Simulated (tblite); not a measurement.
# C5H15BSi2: the cost of one run

The runs use tblite 0.8.0 and PySCF 2.14.0, with density-fitted response routines of our own; the level of theory stands in each step. All values are computed, except where a source is named. Atoms are numbered from 0 throughout.

### Step 1. The molecule as given

23 atoms, charge 0, multiplicity 1; geometry from: force field or distance geometry start.

Bonds of the start (Å): C0–B1 1.58, B1–C2 1.61, B1–Si3 1.94, Si3–C4 1.88, Si3–C5 1.86, C5–Si6 1.87, Si6–C7 1.88, C7–Si3 1.86, C0–H8 1.11, C0–H9 1.11, C0–H10 1.12, C2–H11 1.10, C2–H12 1.12, C2–H13 1.11, C4–H14 1.11, C4–H15 1.10, C4–H16 1.11, C5–H17 1.11, C5–H18 1.10, Si6–H19 1.47, Si6–H20 1.47, C7–H21 1.10, C7–H22 1.11.

### Step 2. Optimising the geometry with GFN2-xTB

Job settings and geometry (Å):

```
{"job": {"kind": "relax", "xc": "GFN2-xTB", "basis": "xTB"}, "charge": 0, "multiplicity": 1}
C      1.741400     1.684900    -0.543400
B      1.446100     0.241600     0.035300
C      2.662200    -0.673400     0.555800
Si    -0.369800    -0.431900     0.138800
C     -0.526400    -2.158700     0.868400
C     -1.334700    -0.227700    -1.439600
Si    -2.528500     0.992000    -0.682800
C     -1.561900     0.773800     0.912700
H      2.401400     1.601300    -1.426400
H      2.223500     2.308200     0.236200
H      0.779800     2.172700    -0.847500
H      3.613600    -0.139200     0.425500
H      2.503200    -0.906200     1.636600
H      2.681200    -1.613000    -0.035200
H     -1.597100    -2.445500     0.880500
H      0.044800    -2.868900     0.245700
H     -0.120300    -2.161500     1.897200
H     -0.720400     0.230800    -2.238900
H     -1.831900    -1.162600    -1.743600
H     -3.885100     0.442900    -0.578600
H     -2.376700     2.346500    -1.232700
H     -1.072600     1.711200     1.228600
H     -2.176500     0.309300     1.717500
```

Launch:

```console
$ OMP_NUM_THREADS=1 python probes_run.py task.json out
```

One launch serves the whole session: the jobs run in the order shown.

**Question.** How long does this first job take on 1 thread of Intel Xeon at 2.50GHz, shared host?

About 1.7 s.
